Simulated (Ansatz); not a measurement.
Working through a ladder of methods at one geometry of AsBCl₃H₃, SMILES Cl[B-](Cl)(Cl)[AsH3+]

Computed with Ansatz 0.2.0, Python API.

The cells in order, each with its output:

In [1]:
```python
from pathlib import Path

import ansatz as az
import numpy as np
```

In [2]:
```python
GEOMETRY = """
Cl   -1.48840   -1.63560    0.72830
B     0.02120   -0.91320   -0.01220
Cl    1.44150   -1.48300    0.97560
Cl    0.27830   -1.49550   -1.75990
As   -0.04680    1.12970   -0.01110
H    -0.19770    1.43260    1.53640
H    -1.28690    1.39990   -0.87110
H     1.37090    1.50810   -0.64180
"""
```

In [3]:
```python
molecule = az.Crystal.molecule()
for line in GEOMETRY.strip().splitlines():
    symbol, *xyz = line.split()
    molecule = molecule.atom(symbol, [float(v) for v in xyz])
```

In [4]:
```python
base = molecule.calculation().basis(gaussian="def2-SVP")
```

In [5]:
```python
print("functional    E (Ha)        dipole (D)   HOMO (eV)  LUMO (eV)")
for name in ["pbe", "r2scan0", "lc_wpbe", "b3lyp", "blyp", "pbe0"]:
    data = base.functional(name).forces().orbitals().run(runs_dir="runs").report
    lines = Path(data["orbitals_path"]).read_text().splitlines()
    field_of = lambda key: [line.split("=")[1].strip() for line in lines if line.startswith(key)]
    orbitals = [(27.211386 * float(e), s, float(n)) for e, s, n in zip(field_of("Ene="), field_of("Spin="), field_of("Occup="))]
    homo = max(e for e, _, n in orbitals if n > 0.5)
    lumo = min(e for e, _, n in orbitals if n < 0.5)
    dipole = 4.803205 * np.linalg.norm(data["charge_distribution"]["dipole_moment_e_ang"])
    print(f"{name:10s} {data['free_energy_ev'] / 27.211386246:14.6f} {dipole:9.3f} {homo:11.3f} {lumo:10.3f}")
```
```text
functional    E (Ha)        dipole (D)   HOMO (eV)  LUMO (eV)
pbe          -3641.524683     6.833      -5.976     -3.185
r2scan0      -3642.346219     7.431      -7.690     -2.230
lc_wpbe      -3641.776166     7.681     -10.216     -0.027
b3lyp        -3642.550817     7.115      -7.037     -2.590
blyp         -3642.466800     6.725      -5.714     -3.124
pbe0         -3641.715836     7.278      -7.419     -2.315
```

Caveats:
- Total energies depend on the basis set; only differences at equal settings carry meaning.
- The geometry is a force-field or estimated start, not a minimum of this method, and the basis set is short of its limit. A lower total doesn't mark the better method: functionals have no common bound, and MP2 and coupled cluster aren't variational.
- b3lyp holds the VWN-RPA fit, as in Gaussian; the form of ORCA and Turbomole is b3lyp5.
- Levels such as HOMO and LUMO are orbital energies: with these approximate functionals they aren't the ionisation energy and electron affinity, and their gap isn't the fundamental gap.
- It ran for 24 s on 1 thread of Intel(R) Xeon(R) 6975P-C (Granite Rapids) (shared host), peak memory 0.38 GiB.

(Lines on the test bed's own set-up are left out of the output.)
